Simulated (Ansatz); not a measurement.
# SnPd: the cost of one run

Computed with Ansatz 0.2.0 (DFT PBEsol, scalar-relativistic, plane waves, PAW).

1 further run of the same task is left out (set aside as unsound or not needed).

## (1) The starting structure

The structure is orthorhombic, space group Pnma (No. 62). The conventional cell has a = 6.218 Å, b = 3.990 Å, c = 6.438 Å, α = 90.00°, β = 90.00°, γ = 90.00°. Sn (site symmetry m) has 6 Pd at 2.70 to 2.85 Å as nearest neighbours. Pd (site symmetry m) has 6 Sn at 2.70 to 2.85 Å as nearest neighbours.

Structure file:

```cif
data_structure
_symmetry_space_group_name_H-M 'Pnma'
_symmetry_Int_Tables_number 62
_cell_length_a 6.2184
_cell_length_b 3.9898
_cell_length_c 6.4377
_cell_angle_alpha 90.000
_cell_angle_beta 90.000
_cell_angle_gamma 90.000
_cell_volume 159.72
loop_
_atom_site_label
_atom_site_type_symbol
_atom_site_symmetry_multiplicity
_atom_site_Wyckoff_symbol
_atom_site_fract_x
_atom_site_fract_y
_atom_site_fract_z
_atom_site_occupancy
Sn1 Sn 4 c 0.80919 0.75000 0.59477 1
Pd1 Pd 4 c 0.98952 0.75000 0.18829 1
```

This cell was relaxed beforehand with the same method: volume 19.97 Å³/atom, gap on the mesh none (metal).

## (2) The cell under PBEsol

input.yaml reads:

```yaml
crystal:
  lattice:
    - [6.2184193289, 0.0, 0.0]
    - [0.0, 3.9897834797, 0.0]
    - [0.0, 0.0, 6.4377476097]
  atoms:
    - { symbol: Sn, position: [0.8091861401, 0.75, 0.5947658918] }
    - { symbol: Sn, position: [0.1908138599, 0.25, 0.4052341082] }
    - { symbol: Sn, position: [0.6908138599, 0.25, 0.0947658918] }
    - { symbol: Sn, position: [0.3091861401, 0.75, 0.9052341082] }
    - { symbol: Pd, position: [0.9895245674, 0.75, 0.1882869882] }
    - { symbol: Pd, position: [0.0104754326, 0.25, 0.8117130118] }
    - { symbol: Pd, position: [0.5104754326, 0.25, 0.6882869882] }
    - { symbol: Pd, position: [0.4895245674, 0.75, 0.3117130118] }
basis:
  ecutwfc: 420
kpoints:
  mp_grid: { grid: [6, 10, 6] }
hamiltonian:
  xc: pbesol
scf:
  occupations: { method: gaussian, width: 0.1 }
output:
  forces: true
  stress: true
  eigenvalues: true
relax:
  adjacent_minimum: "off"
  f_tol: 0.005
  max_steps: 50
  cell: { stress_tol: 0.05 }
```

Command:

```sh
$ ansatz run input.yaml --threads 2 --pin off --max-ram 5120MiB --backend cpu --events-out ev --progress --plain --runs-dir out
```

Q: Estimate wall time and peak memory on 2 threads of Arm Neoverse V1, shared host.

About 5.3 min, with a peak of 1 GiB.
